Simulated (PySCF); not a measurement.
# C2H12OSi4: magnetic properties

What do calculations give for the magnetic properties of C2H12OSi4 (`[SiH3]O[Si@@H]1[SiH2]C[C@@H]1[SiH3]`)?

Programs: PySCF 2.14.0, with routines of our own; each step states its level. All values are computed. Atoms count from 0.

### Step 1. The starting structure

19 atoms, charge 0, multiplicity 1; geometry from: GFN2-xTB.

### Step 2. Magnetic properties: GIAO PBE/pcSseg-1

The job: settings as JSON, then the geometry in Å.

```
{"job": {"kind": "mag", "xc": "PBE", "basis": "pcSseg-1", "isotopologues": 2}, "charge": 0, "multiplicity": 1}
Si     2.754680    -0.897511    -0.083717
O      1.670421    -0.114304    -0.993782
Si     0.244014     0.601996    -1.318600
Si    -0.295812     2.414789     0.015076
C     -1.453037     1.045388     0.725439
C     -1.272989    -0.082564    -0.332393
Si    -1.199064    -1.816426     0.424315
H      2.572276    -0.503535     1.313777
H      2.534441    -2.328663    -0.278138
H      4.045838    -0.450767    -0.601897
H      0.182383     0.418118    -2.772258
H     -1.055311     3.522430    -0.585317
H      0.565669     3.030012     1.037440
H     -2.499848     1.318803     0.852409
H     -1.106502     0.712849     1.705272
H     -2.131006    -0.058017    -1.011870
H     -2.420631    -2.064814     1.201678
H     -0.049936    -1.915587     1.330605
H     -1.095391    -2.822946    -0.635502
```

Level: GIAO PBE/pcSseg-1 magnetisability, rotational g tensor and spin-rotation constants, non-relativistic, gas phase.

The run is started by

```
$ OMP_NUM_THREADS=1 python excited_run.py task.json out
```

This one command runs all jobs of the session in turn.

What it wrote:

```text
coarse grid: 17200 points
cycle   1  E = -1315.5401490383  dE =  4.753e-01  |g| = 1.010e+00  |ddm| = 4.083e+00
cycle   2  E = -1314.5610599339  dE =  9.791e-01  |g| = 2.316e+00  |ddm| = 4.146e+00
cycle   3  E = -1315.7249673819  dE = -1.164e+00  |g| = 2.723e-01  |ddm| = 3.683e+00
cycle   4  E = -1315.7344867523  dE = -9.519e-03  |g| = 1.919e-01  |ddm| = 5.397e-01
cycle   5  E = -1315.7433422002  dE = -8.855e-03  |g| = 4.585e-02  |ddm| = 2.565e-01
cycle   6  E = -1315.7439754498  dE = -6.332e-04  |g| = 1.249e-02  |ddm| = 9.379e-02
cycle   7  E = -1315.7440199791  dE = -4.453e-05  |g| = 2.883e-03  |ddm| = 2.207e-02
cycle   8  E = -1315.7440220037  dE = -2.025e-06  |g| = 9.941e-04  |ddm| = 4.373e-03
final grid: 145792 points
cycle   9  E = -1315.8090440819  dE =  2.217e-07  |g| = 1.538e-02  |ddm| = 3.444e-02
cycle  10  E = -1315.8088469083  dE =  1.972e-04  |g| = 3.397e-02  |ddm| = 4.775e-02
cycle  11  E = -1315.8090914898  dE = -2.446e-04  |g| = 1.849e-03  |ddm| = 3.559e-02
cycle  12  E = -1315.8090921142  dE = -6.243e-07  |g| = 7.295e-04  |ddm| = 2.761e-03
cycle  13  E = -1315.8090922534  dE = -1.392e-07  |g| = 1.041e-04  |ddm| = 1.018e-03
cycle  14  E = -1315.8090922562  dE = -2.814e-09  |g| = 2.784e-05  |ddm| = 1.577e-04
cycle  15  E = -1315.8090922564  dE = -2.035e-10  |g| = 8.756e-06  |ddm| = 4.099e-05
converged SCF energy = -1315.8090922564

Magnetisability tensor (1e-30 J/T^2)
    -1446.29        5.83       19.04
        5.83    -1510.60      -11.56
       19.04      -11.56    -1412.11
isotropic -1456.33   principal values   -1512.94  -1453.08  -1402.98
isotropic susceptibility -87.702 1e-6 cm^3/mol

Inertial axes            a          b          c
rot. const./GHz      1.2833     1.0061     0.6732
chi total           -88.714    -89.454    -84.939
chi diamagnetic   -1105.504  -1359.083  -1934.943
chi paramagnetic   1016.790   1269.628   1850.004
quadrupole/D A        3.035     -3.139      0.104
g nuclear            0.5833     0.5789     0.5689
g electronic        -0.6130    -0.6001    -0.5851
g total             -0.0297    -0.0212    -0.0162

Spin-rotation constants (kHz, H = +C I.J)
atom  isotope        aa         bb         cc
  7     1H       -0.083     -0.091      0.026
  8     1H       -0.080      0.023     -0.053
  9     1H       -0.038      0.001     -0.060
 10     1H       -0.113     -0.079      0.044
 11     1H        0.003     -0.064     -0.047
 12     1H       -0.104     -0.065      0.012
 13     1H        0.036     -0.096     -0.082
 14     1H       -0.131     -0.099      0.002
 15     1H       -0.078     -0.096     -0.025
 16     1H       -0.040     -0.030     -0.054
 17     1H       -0.053     -0.083     -0.013
 18     1H       -0.080     -0.068     -0.008
  0   29Si*      -0.733     -0.629     -0.403
  1    17O*      -0.188     -0.007     -0.053
  2   29Si*      -0.849     -0.661     -0.474
  3   29Si*      -0.774     -0.546     -0.423
  4    13C*       0.187      0.143      0.087
  5    13C*       0.192      0.157      0.120
  6   29Si*      -0.715     -0.539     -0.392
* in the singly substituted isotopologue

Isotopologues: g along a, b, c
2H    at 7,8,9,10,11,12    -0.0256    -0.0184    -0.0143
30Si  at 0                 -0.0297    -0.0206    -0.0159
```

Wall time 56 s (1 thread of Arm Neoverse V1, shared host); peak memory 0.78 GiB.

Key values:

```
              quantity                      value
       magnetisability           -1456·10⁻³⁰ J/T²
  molar susceptibility         -87.7·10⁻⁶ cm³/mol
rotational g (a, b, c)  -0.0297, -0.0212, -0.0162
```

### Step 3. Magnetic properties: GIAO HCTH407/pcseg-1

The job, as its differences from that of step 2:

```diff
@@ -1,2 +1,2 @@
-{"job": {"kind": "mag", "xc": "PBE", "basis": "pcSseg-1", "isotopologues": 2}, "charge": 0, "multiplicity": 1}
+{"job": {"kind": "mag", "xc": "HCTH407", "basis": "pcseg-1"}, "charge": 0, "multiplicity": 1}
 Si     2.754680    -0.897511    -0.083717
```

Level: GIAO HCTH407/pcseg-1 magnetisability, rotational g tensor and spin-rotation constants, non-relativistic, gas phase.

What it wrote:

```text
coarse grid: 17200 points
cycle   1  E = -1316.4593358364  dE =  4.290e-01  |g| = 9.138e-01  |ddm| = 4.547e+00
cycle   2  E = -1315.6916127597  dE =  7.677e-01  |g| = 2.058e+00  |ddm| = 3.674e+00
cycle   3  E = -1316.6290215619  dE = -9.374e-01  |g| = 2.069e-01  |ddm| = 3.074e+00
cycle   4  E = -1316.6349508552  dE = -5.929e-03  |g| = 1.528e-01  |ddm| = 4.604e-01
cycle   5  E = -1316.6409148213  dE = -5.964e-03  |g| = 3.236e-02  |ddm| = 2.176e-01
cycle   6  E = -1316.6412723873  dE = -3.576e-04  |g| = 8.184e-03  |ddm| = 7.038e-02
cycle   7  E = -1316.6412950912  dE = -2.270e-05  |g| = 1.728e-03  |ddm| = 1.658e-02
cycle   8  E = -1316.6412959059  dE = -8.147e-07  |g| = 6.017e-04  |ddm| = 3.107e-03
final grid: 145792 points
cycle   9  E = -1316.6783514921  dE = -4.675e-05  |g| = 7.217e-03  |ddm| = 5.512e-02
cycle  10  E = -1316.6783148269  dE =  3.667e-05  |g| = 1.521e-02  |ddm| = 2.168e-02
cycle  11  E = -1316.6783619114  dE = -4.708e-05  |g| = 8.085e-04  |ddm| = 1.552e-02
cycle  12  E = -1316.6783621057  dE = -1.943e-07  |g| = 2.045e-04  |ddm| = 1.614e-03
cycle  13  E = -1316.6783621180  dE = -1.225e-08  |g| = 6.469e-05  |ddm| = 3.441e-04
cycle  14  E = -1316.6783621191  dE = -1.156e-09  |g| = 1.976e-05  |ddm| = 1.040e-04
cycle  15  E = -1316.6783621192  dE = -1.116e-10  |g| = 5.127e-06  |ddm| = 3.196e-05
converged SCF energy = -1316.6783621192

Magnetisability tensor (1e-30 J/T^2)
    -1437.74        4.65       19.59
        4.65    -1496.73       -9.53
       19.59       -9.53    -1400.21
isotropic -1444.89   principal values   -1498.41  -1444.88  -1391.38
isotropic susceptibility -87.013 1e-6 cm^3/mol

Inertial axes            a          b          c
rot. const./GHz      1.2833     1.0061     0.6732
chi total           -88.040    -88.813    -84.187
chi diamagnetic   -1103.875  -1357.276  -1933.360
chi paramagnetic   1015.835   1268.463   1849.172
quadrupole/D A        3.109     -3.366      0.257
g nuclear            0.5833     0.5789     0.5689
g electronic        -0.6124    -0.5995    -0.5848
g total             -0.0291    -0.0207    -0.0160

Spin-rotation constants (kHz, H = +C I.J)
atom  isotope        aa         bb         cc
  7     1H       -0.085     -0.091      0.025
  8     1H       -0.081      0.022     -0.054
  9     1H       -0.039     -0.000     -0.060
 10     1H       -0.114     -0.081      0.043
 11     1H        0.001     -0.064     -0.047
 12     1H       -0.106     -0.066      0.011
 13     1H        0.036     -0.095     -0.081
 14     1H       -0.129     -0.098      0.002
 15     1H       -0.077     -0.096     -0.025
 16     1H       -0.042     -0.031     -0.055
 17     1H       -0.053     -0.084     -0.013
 18     1H       -0.081     -0.069     -0.008
  0   29Si*      -0.727     -0.617     -0.398
  1    17O*      -0.173     -0.021     -0.055
  2   29Si*      -0.838     -0.664     -0.471
  3   29Si*      -0.770     -0.550     -0.419
  4    13C*       0.178      0.132      0.083
  5    13C*       0.182      0.147      0.113
  6   29Si*      -0.709     -0.539     -0.393
* in the singly substituted isotopologue
```

Run time: 47 s. Hardware: 1 thread of Arm Neoverse V1, shared host; peak memory 0.71 GiB.

Key values:

```
              quantity                      value
       magnetisability           -1445·10⁻³⁰ J/T²
  molar susceptibility         -87.0·10⁻⁶ cm³/mol
rotational g (a, b, c)  -0.0291, -0.0207, -0.0160
```

### Step 4. Magnetic properties side by side

```
               level  ξ (10⁻³⁰ J/T²)     g(a)     g(b)  gap (eV)  functions  time
   GIAO PBE/pcSseg-1           -1456  -0.0297  -0.0212      4.76        207  56 s
GIAO HCTH407/pcseg-1           -1445  -0.0291  -0.0207      4.89        174  47 s
```

### Step 5. Summary of results

```
                                          quantity                      value
       magnetisability (step 2, GIAO PBE/pcSseg-1)           -1456·10⁻³⁰ J/T²
  molar susceptibility (step 2, GIAO PBE/pcSseg-1)         -87.7·10⁻⁶ cm³/mol
rotational g (a, b, c) (step 2, GIAO PBE/pcSseg-1)  -0.0297, -0.0212, -0.0162
                   magnetisability over the levels  -1456 to -1445·10⁻³⁰ J/T²
```

The magnetisability spreads by 0.8 % over 2 levels of like cost. Two levels can agree by chance, so this spread shows no convergence. Vibrational averaging and real surroundings are missing from these values.
